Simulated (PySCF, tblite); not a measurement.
**propylcyclobutane (C₇H₁₄): geometry, infrared bands, NMR shifts, spin-spin couplings and electronic excitations**

Aim: predict the infrared bands, NMR shifts, spin-spin couplings and electronic excitations of propylcyclobutane (C₇H₁₄) (`CCCC1CCC1`).

Computed with tblite 0.8.0 and PySCF 2.14.0, with density-fitted response routines of our own, on a single molecule in the gas phase. Atoms are numbered from 0 throughout.

**1. Starting geometry**

21 atoms, charge 0, multiplicity 1; geometry from: force field or distance geometry start.

Bonds of the start (Å): C0–C1 1.53, C1–C2 1.51, C2–C3 1.53, C3–C4 1.55, C4–C5 1.54, C5–C6 1.54, C6–C3 1.56, C0–H7 1.10, C0–H8 1.09, C0–H9 1.09, C1–H10 1.09, C1–H11 1.11, C2–H12 1.09, C2–H13 1.09, C3–H14 1.09, C4–H15 1.09, C4–H16 1.10, C5–H17 1.09, C5–H18 1.09, C6–H19 1.09, C6–H20 1.10.

**2. Relaxing the molecule with GFN2-xTB**

The job: settings as JSON, then the geometry in Å.

```
{"job": {"kind": "relax", "xc": "GFN2-xTB", "basis": "xTB"}, "charge": 0, "multiplicity": 1}
C      3.083000    -0.257700     0.460000
C      1.667000    -0.673500     0.045900
C      0.729100     0.512400     0.003100
C     -0.670400     0.075000    -0.440600
C     -1.779400     1.150700    -0.363000
C     -2.753400     0.032900     0.057400
C     -1.518400    -0.723500     0.593900
H      3.079200     0.214000     1.456600
H      3.743100    -1.127800     0.495100
H      3.485700     0.461200    -0.249800
H      1.708000    -1.172000    -0.925100
H      1.296000    -1.425500     0.770900
H      1.096000     1.257500    -0.703900
H      0.683800     1.004800     0.977600
H     -0.647000    -0.415900    -1.413700
H     -2.016900     1.645100    -1.305600
H     -1.624100     1.921600     0.402400
H     -3.499600     0.307700     0.803900
H     -3.245300    -0.464200    -0.773100
H     -1.532600    -1.809400     0.467700
H     -1.292800    -0.496300     1.650400
```

Command:

```
$ OMP_NUM_THREADS=1 python probes_run.py task.json out
```

One launch serves the whole session: the jobs run in the order shown.

**Question.** This job is followed by: GFN2-xTB harmonic vibrations, gas phase; PBE0-D3(BJ)/def2-SVP geometry optimisation, gas phase; GIAO PBE0/pcSseg-1 NMR shielding, non-relativistic, gas phase; B3LYP/pcJ-1 indirect spin-spin coupling, non-relativistic, gas phase; TDDFT wB97X-D/def2-SVPD, vertical, gas phase, core orbitals frozen in the response; GIAO CAM-B3LYP/pcSseg-1 NMR shielding, non-relativistic, gas phase. Predict these results of the whole session: strongest single infrared mode (GFN2-xTB); zero-point energy (GFN2-xTB); point group; rotational constants (main isotopes); ¹³C shifts against TMS (PBE0/pcSseg-1, means over atoms taken as alike); ¹H shifts against TMS (PBE0/pcSseg-1, means over atoms taken as alike); largest coupling of the table (B3LYP/pcJ-1); lowest singlet (wB97X-D/def2-SVPD); brightest single state of those computed; lowest triplet; vertical ionisation energy (ΔSCF); range of the shift of C2.

As calculated:

| quantity | value |
| --- | --- |
| strongest single infrared mode (GFN2-xTB) | 3020 cm⁻¹, 115 km/mol |
| zero-point energy (GFN2-xTB) | 121.8 kcal/mol |
| point group | C1 |
| rotational constants (main isotopes) | 7.41, 1.21, 1.11 GHz |
| ¹³C shifts against TMS (PBE0/pcSseg-1, means over atoms taken as alike) | 43.0, 38.2, 30.6, 23.4, 20.1, 16.7 ppm |
| ¹H shifts against TMS (PBE0/pcSseg-1, means over atoms taken as alike) | 2.00, 1.91, 1.79, 1.63, 1.45, 1.10, 1.05, 0.96 ppm |
| largest coupling of the table (B3LYP/pcJ-1) | ¹J(C,H) C5–H17, 144.1 Hz |
| lowest singlet (wB97X-D/def2-SVPD) | 8.57 eV (145 nm), f = 0.004 |
| brightest single state of those computed | state 2, 8.65 eV, f = 0.050 |
| lowest triplet | 8.44 eV |
| vertical ionisation energy (ΔSCF) | 10.22 eV |
| range of the shift of C2 | 43.0 to 43.5 ppm |

**Reading.** Relaxing lowered the energy by 0.156 eV in 67 steps; the close pair that moved most is C3–C6, from 1.558 to 1.541 Å (GFN2-xTB). No mode is imaginary among the 57: a minimum at this level. Unscaled tight-binding wavenumbers are off by several per cent, some by more. Its intensities can rank the bands wrongly. Relaxing lowered the energy by 0.082 eV in 8 steps; the close pair that moved most is C6–H20, from 1.088 to 1.103 Å (PBE0/def2-SVP). At PBE0/pcSseg-1: The widest tensor belongs to C2: span 46 ppm, with a paramagnetic part of -106 ppm. Of the pairs tabulated at B3LYP/pcJ-1, C5–H17 couples most strongly (144.1 Hz; Fermi contact 142.6 Hz). Couplings across rotatable bonds belong to this one conformer; where others are populated, the observed values are averages, and the simulated multiplets take (2 J gauche + J anti)/3 across rotating chain bonds. The lowest singlet, at 8.57 eV, is HOMO→LUMO 0.64, HOMO→LUMO+1 0.17 and is weak; of the 10 states computed, the strongest absorption comes from state 2 at 8.65 eV (the last state computed is bright too, and its partners may lie past the list). The lowest triplet lies 0.13 eV below the lowest singlet (triplets in Tamm-Dancoff, singlets in full TDDFT). The orbital energy would give 10.11 eV for ionisation, ΔSCF gives 10.22 eV. In ppm, C2 moves most: its shift spreads over 0.5 ppm, from 43.0 (PBE0/pcSseg-1) to 43.5 (CAM-B3LYP/pcSseg-1).
